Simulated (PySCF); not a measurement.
# [La(NH3)6]3+: other functionals and bases at one geometry

The task here is to estimate one member of a computed series from the others.

Method: several levels, as the steps say, no spin–orbit coupling; program: PySCF 2.14.0.

4 further runs of the same task are left out: 2 for a known fault of the program, 2 that didn't finish.

### The starting structure

25 atoms, charge 3, spin multiplicity 1.

Bond lengths: La1–N2 2.711 Å, La1–N6 2.711 Å, La1–N10 2.711 Å, La1–N14 2.711 Å, La1–N18 2.711 Å, La1–N22 2.711 Å, N2–H3 1.030 Å, N2–H4 1.030 Å, N2–H5 1.030 Å, N6–H7 1.030 Å, N6–H8 1.030 Å, N6–H9 1.030 Å, N10–H11 1.030 Å, N10–H12 1.030 Å, N10–H13 1.030 Å, N14–H15 1.030 Å, N14–H16 1.030 Å, N14–H17 1.030 Å and more. Angles: N2–La1–N6 180.0°, N2–La1–N10 89.9°, N2–La1–N14 89.7°, N2–La1–N18 90.1°, N2–La1–N22 90.3°, N6–La1–N10 90.1°, N6–La1–N14 90.3°, N6–La1–N18 89.9°, N6–La1–N22 89.7°, N10–La1–N14 90.0°, N10–La1–N18 180.0°, N10–La1–N22 90.0°, N14–La1–N18 90.0°, N14–La1–N22 180.0°, N18–La1–N22 90.0°, La1–N2–H3 115.7°, La1–N2–H4 115.8°, La1–N2–H5 115.7° and more.

As a file:

```xyz
25

La    0.00000    0.00000    0.00000
N     0.00462    0.00700    2.71119
H     0.80926    0.47281    3.15533
H    -0.79847    0.47156    3.15934
H     0.00654   -0.92003    3.16093
N    -0.00462   -0.00700   -2.71119
H     0.79847   -0.47156   -3.15934
H    -0.80926   -0.47281   -3.15533
H    -0.00654    0.92003   -3.16093
N     2.71077   -0.00116    0.00202
H     3.15729   -0.46440    0.80688
H     3.16060   -0.46395   -0.80112
H     3.15586    0.92817    0.00231
N     0.00121    2.71077    0.00590
H     0.45301    3.15505    0.81846
H     0.47539    3.16276   -0.78941
H    -0.92807    3.15588   -0.00464
N    -2.71077    0.00116   -0.00202
H    -3.16060    0.46395    0.80112
H    -3.15729    0.46440   -0.80688
H    -3.15586   -0.92817   -0.00231
N    -0.00121   -2.71077   -0.00590
H    -0.47539   -3.16276    0.78941
H    -0.45301   -3.15505   -0.81846
H     0.92807   -3.15588    0.00464
```

Formal oxidation states: La +3. An earlier session relaxed this geometry at r2SCAN, La def2-SVP with ECP46, N def2-SVP, H def2-SVP (singlet, point group Ci).

At r2SCAN on the finer grid: E = -369.746513 Eh, HOMO -19.45 eV, LUMO -13.31 eV, Mulliken charge on La1 +1.49 e, largest force component 0.021 eV/Å. 

Levels to run: TPSS; B3LYP; revPBE; PBE0; r2SCAN, TZVP. Hardware: 4 threads of Arm Neoverse N1, shared host.

Set-up of the first run:

The input, run.py (the lines that set the calculation):

```python
mol = gto.M(atom='''
La     0.00000     0.00000     0.00000
N      0.00462     0.00700     2.71119
H      0.80926     0.47281     3.15533
H     -0.79847     0.47156     3.15934
H      0.00654    -0.92003     3.16093
N     -0.00462    -0.00700    -2.71119
H      0.79847    -0.47156    -3.15934
H     -0.80926    -0.47281    -3.15533
H     -0.00654     0.92003    -3.16093
N      2.71077    -0.00116     0.00202
H      3.15729    -0.46440     0.80688
H      3.16060    -0.46395    -0.80112
H      3.15586     0.92817     0.00231
N      0.00121     2.71077     0.00590
H      0.45301     3.15505     0.81846
H      0.47539     3.16276    -0.78941
H     -0.92807     3.15588    -0.00464
N     -2.71077     0.00116    -0.00202
H     -3.16060     0.46395     0.80112
H     -3.15729     0.46440    -0.80688
H     -3.15586    -0.92817    -0.00231
N     -0.00121    -2.71077    -0.00590
H     -0.47539    -3.16276     0.78941
H     -0.45301    -3.15505    -0.81846
H      0.92807    -3.15588     0.00464''',
    basis={'La': 'def2-SVP', 'N': 'def2-SVP', 'H': 'def2-SVP'},
    ecp={'La': 'def2-SVP'},
    charge=3, spin=0)
mf = dft.RKS(mol, xc='TPSS')
mf.grids.atom_grid = (75, 302)  # f atoms: unpruned, at least (60, 302)
mf = mf.density_fit()  # fitting sets: La def2-universal-JKFIT, N def2-universal-JKFIT, H def2-universal-JKFIT
mf.conv_tol = 1e-08; mf.max_cycle = 55
mf.kernel(dm0)  # dm0: the density of the relaxed state
```

Command:

```bash
$ OMP_NUM_THREADS=4 python run.py
```

Steps of the session up to this table: TPSS; B3LYP; revPBE; PBE0; r2SCAN, TZVP.

One table of the session follows, with a row left open; its other results are not shown here.

| level | HOMO (eV) | gap (eV) | charge on La1 (e) | largest force component (eV/Å) |
| --- | --- | --- | --- | --- |
| r2SCAN (relaxed here) | -19.45 | 6.13 | 1.49 | 0.02 |
| TPSS | -19.22 | 5.88 | 1.43 | 0.22 |
| B3LYP | ? | ? | ? | ? |
| revPBE | -19.04 | 5.61 | 1.38 | 0.29 |
| PBE0 | -20.66 | 7.98 | 1.50 | 0.10 |
| r2SCAN, TZVP | -19.53 | 6.17 | 1.96 | 0.42 |

Estimate the missing values for B3LYP.

As computed: HOMO (eV): -20.37; gap (eV): 7.45; charge on La1 (e): 1.45; largest force component (eV/Å): 0.09. In the column «HOMO (eV)» it lies between PBE0 (-20.66) and r2SCAN, TZVP (-19.53).

In one basis the HOMO–LUMO gap runs from 5.61 eV (revPBE) to 7.98 eV (PBE0). The largest leftover force, 0.42 eV/Å with r2SCAN, TZVP, stands at a geometry relaxed at another level. Total energies of different levels can't be compared.
